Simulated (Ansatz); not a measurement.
# BaAg2SbSe4: the cost of one run

Computed, not measured: Ansatz 0.2.0, DFT, r2SCAN, no spin polarisation, plane waves, PAW.

## Step 1: The structure

The structure is orthorhombic, space group I222 (No. 23). The conventional cell has a = 7.095 Å, b = 7.478 Å, c = 8.314 Å, α = 90.00°, β = 90.00°, γ = 90.00°. Around Ba (site symmetry 222) lie 8 Se at 3.40 to 3.42 Å. Around Sb (site symmetry 222) lie 4 Se at 2.51 Å. Around Ag (site symmetry 2) lie 4 Se at 2.56 to 2.93 Å. Around Se (site symmetry 1) lie 1 Sb at 2.51 Å and 2 Ag at 2.56 to 2.93 Å and 2 Ba at 3.40 to 3.42 Å.

The coordinates stand in the input below.

It starts from an earlier solution of the starting cell (checkpoint.read).

## Step 2: The walk to rest

input.yaml

```yaml
crystal:
  lattice:
    - [-3.547549, 3.739001, 4.156856]
    - [3.547549, -3.739001, 4.156856]
    - [3.547549, 3.739001, -4.156856]
  atoms:
    - { symbol: Ba, position: [0.0, 0.0, 0.0] }
    - { symbol: Sb, position: [0.5, 0.5, 0.0] }
    - { symbol: Ag, position: [0.69269, 0.19269, 0.5] }
    - { symbol: Ag, position: [0.30731, 0.80731, 0.5] }
    - { symbol: Se, position: [0.52386, 0.53313, 0.40103] }
    - { symbol: Se, position: [0.1321, 0.12283, 0.59897] }
    - { symbol: Se, position: [0.47614, 0.87717, 0.00927] }
    - { symbol: Se, position: [0.8679, 0.46687, 0.99073] }
  symmetry: { tolerance: 0.0003 }
kpoints:
  mp_grid: { grid: [5, 5, 5], shift: [0, 0, 0] }
magnetization:
  spin_polarized: false
scf:
  occupations: { method: fermi_dirac }
  lower_state_search: "off"
hamiltonian:
  pseudopotentials: { kind: paw }
  xc: r2scan
basis:
  ecutwfc: 500
  fft_grid_basis: typed
relax:
  max_steps: 40
  cell: { p_target: 0.0 }
output:
  forces: true
  stress: true
  eigenvalues: true
  bader: true
  populations: true
  elf: true
  write_potential: true
  volumetric_format: npy
  dos:
    e_range: [-12, 8]
    de: 0.05
    projected: { site_lists: { Ag: [Ag], Ba: [Ba], Sb: [Sb], Se: [Se] } }
  write_density: true
checkpoint:
  read: saved_state
```

The run is started by

```sh
$ ansatz run input.yaml --threads 2 --pin off --max-ram 2560MiB --backend cpu --events-out ev --progress --plain --runs-dir out
```

What time and memory should one allow on 2 threads of Arm Neoverse V2, shared host?

About 8.2 min, with a peak of 1.4 GiB.
